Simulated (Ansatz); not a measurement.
Working through a scan of ordered alloys across composition of Y-Na mixtures

Program: the Python package of Ansatz (0.2.0).

Notebook, run cell by cell (the value of a cell's last expression is shown):

```python
from collections import Counter

import ansatz as az
import numpy as np
```

```python
TOLERANCE = 1e-08
ECUT = 520
KSPACING = 0.3
SMEARING = "cold"
WIDTH_EV = 0.1
```

```python
def fcc(first, a):
    return (
        az.Lattice.fcc(a)
        .space_group(225)
        .atom(first, (0, 0, 0))
        .primitive()
    )
```

```python
A_FIRST, A_LAST = 5.09, 5.39
```

```python
def compute(name, crystal):
    calc = (
        crystal.calculation()
        .scf(tolerance=TOLERANCE)
        .functional(az.Functional.PBESOL)
        .basis(ECUT)
        .kpoints(spacing=KSPACING)
        .occupations(SMEARING, width=WIDTH_EV)
        .band_table()
    )
    calc = calc.relax(force_tolerance=0.02, max_steps=40, cell=True)
    return calc.run(threads=1)
```

```python
def relaxed_twice(name, crystal):
    # the second pass draws mesh and plane waves anew for the relaxed cell
    first = compute(name, crystal)
    again = az.Crystal(lattice=az.Lattice.of(first.lattice.cell_ang))
    for site in first.report["lattice"]["sites"]:
        again = again.atom(site["symbol"], site["position_frac"])
    return compute(name, again)
```

```python
def volume_per_atom(outcome):
    return abs(np.linalg.det(outcome.lattice.cell_ang)) / len(outcome.lattice.sites)
```

```python
def counts(outcome):
    return Counter(site.symbol for site in outcome.lattice.sites)
```

```python
phases = {}
for k in range(4 + 1):
    a = A_FIRST + (A_LAST - A_FIRST) * k / 4
    cell = fcc("Y", a).conventional().resolved()
    sites = [site.position for site in cell.sites if site.symbol == "Y"]
    for position in sites[:k]:
        cell = cell.substitution("Na", at=position, replaces="Y")
    phases[f"Y{4 - k}Na{k}"] = cell.resolved()
```

```python
done = {}
for name, crystal in phases.items():
    done[name] = relaxed_twice(name, crystal)
    print(f"{name}: {done[name].report['energy_sigma0_ev']:.4f} eV, {len(done[name].lattice.sites)} atoms")
```

    DeckWarning: relax.cell: scf.convergence.dr2_threshold = 1e-8 eV is looser than the 4e-10 eV advised for a relaxation that steers and ends on the stress (1e-10 eV for each atom of the cell: 4). What an SCF threshold leaves in a stress goes as its square root, and in the free energy as the threshold itself, and one threshold admits the most on a small cell: of the crystals measured, under no [...]
    Y4Na0: -15180.1972 eV, 4 atoms
    Y3Na1: -12859.7781 eV, 4 atoms
    Y2Na2: -10540.4192 eV, 4 atoms
    Y1Na3: -8221.1438 eV, 4 atoms
    Y0Na4: -5903.4126 eV, 4 atoms

```python
# mixing quantities against the straight line between the end members, both on this lattice
x = {name: counts(o)["Na"] / (counts(o)["Y"] + counts(o)["Na"]) for name, o in done.items()}
first, last = min(x, key=x.get), max(x, key=x.get)
energy = {name: o.report["energy_sigma0_ev"] / len(o.lattice.sites) for name, o in done.items()}
volume = {name: volume_per_atom(o) for name, o in done.items()}
rows = []
for name in sorted(done, key=x.get):
    line = lambda table: (1 - x[name]) * table[first] + x[name] * table[last]
    rows.append((name, x[name], 1000 * (energy[name] - line(energy)), volume[name], 100 * (volume[name] / line(volume) - 1)))
print("      cell       x(Na)  E_mix (meV/atom)  V (A^3/atom)  excess V (%)")
for row in rows:
    print(f"{str(row[0]):>10}  {row[1]:10.3f}  {row[2]:+16.1f}  {row[3]:12.3f}  {row[4]:+12.2f}")
# a fit of these few cells to Omega x(1 - x); small periodic cells, not a random solution
shape = np.array([row[1] * (1 - row[1]) for row in rows])
print("Omega =", round(float(shape @ [row[2] for row in rows] / (shape @ shape)), 1), "meV/atom")
```

          cell       x(Na)  E_mix (meV/atom)  V (A^3/atom)  excess V (%)
         Y4Na0       0.000              +0.0        30.581         +0.00
         Y3Na1       0.250            +305.7        30.999         -3.21
         Y2Na2       0.500            +346.4        31.768         -5.09
         Y1Na3       0.750            +366.3        33.342         -4.51
         Y0Na4       1.000              +0.0        36.364         +0.00
    Omega = 1600.8 meV/atom

Mixing energies: +366 meV an atom at x(Y) = 0.25 (volume -4.5 % off the straight line), +346 meV an atom at x(Y) = 0.50 (volume -5.1 % off the straight line) and +306 meV an atom at x(Y) = 0.75 (volume -3.2 % off the straight line). All are positive, so the end members on this lattice are favoured over these cells.

Notes:
- Absolute energies stand on the zero of these potentials, so only differences at equal settings mean something.
- For the metals among these phases the mesh is modest: differences between phases can be off by up to 40 meV an atom.
- Warnings are shown shortened and without file and line.
- These are small ordered cells, with both end members on the same lattice, which need not be their own; they aren't random solutions. Differences under about 40 meV an atom lie within the error of mesh and functional.
- The cells are prototypes set up for this calculation and needn't exist.
- Finished in 120 s on 1 thread of Arm Neoverse V1, with other jobs on the host, peak memory 0.52 GiB.

(Lines on the test bed's own set-up are left out of the output.)
